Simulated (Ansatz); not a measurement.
# BF3: the cost of one run

Method: PBE0-D4/def2-TZVP structures, single points in def2-TZVPP, no counterpoise correction; program: Ansatz 0.2.0, Gaussian basis.

Levels: SPW92, PBE-D4, BLYP-D4, r2SCAN-D4, B97M-V, PBE0-D4, B3LYP-D4, r2SCAN0-D4, BHLYP-D4, CAM-B3LYP-D4, wB97X-V, wB97M-V, B2PLYP, PBE-QIDH, RPA on PBE, Hartree-Fock, MP2, CCSD, CCSD(T).

Cores are frozen in the correlated methods. B3LYP uses VWN-RPA correlation. B2PLYP carries no dispersion term here.

94 further runs of the same task are left out: 94 set aside as unsound or not needed.

## Step 1: Where the work starts

The complex: 6 atoms, charge 0, spin multiplicity 1.

Atoms are counted from 1 here; the program's logs count them from 0.

Bond lengths: B1–F2 1.312 Å, B1–F3 1.311 Å, B1–F4 1.311 Å, H5–H6 0.747 Å. Angles: F2–B1–F3 120.0°, F2–B1–F4 120.0°, F3–B1–F4 120.0°.

Geometry (Å):

```csv
atom,x (Å),y (Å),z (Å)
B1,-0.3132,-0.8670,-0.1015
F2,0.1733,-1.1474,1.0841
F3,0.4265,-1.0376,-1.1709
F4,-1.5462,-0.4364,-0.2193
H5,0.7632,1.6498,0.5398
H6,0.4965,1.8385,-0.1322
```

Its parts: BF₃ holds atoms 1, 2, 3, 4; H₂ holds atoms 5, 6. Each part counts its atoms afresh in its own runs.

## Step 2: Relaxing BF₃ alone

relax-a/in.yaml reads:

```yaml
crystal:
  periodic: [false, false, false]
  atoms:
    - {symbol: B, position_ang: [-0.313151, -0.867039, -0.101504]}
    - {symbol: F, position_ang: [0.173346, -1.147365, 1.084065]}
    - {symbol: F, position_ang: [0.426492, -1.037553, -1.170922]}
    - {symbol: F, position_ang: [-1.546237, -0.436421, -0.219278]}
basis:
  gaussian: {orbitals: def2-TZVP}
hamiltonian: {xc: pbe0, dispersion: d4}
relax: {f_tol: 0.005, max_steps: 200}
```

Launch:

```
> ansatz run in.yaml --threads 2 --pin off --events-out ev --progress --plain --max-ram 4352MiB
```

**Question.** How long does this run take on 2 threads of Arm Neoverse V1, shared host?

About 4.7 s.
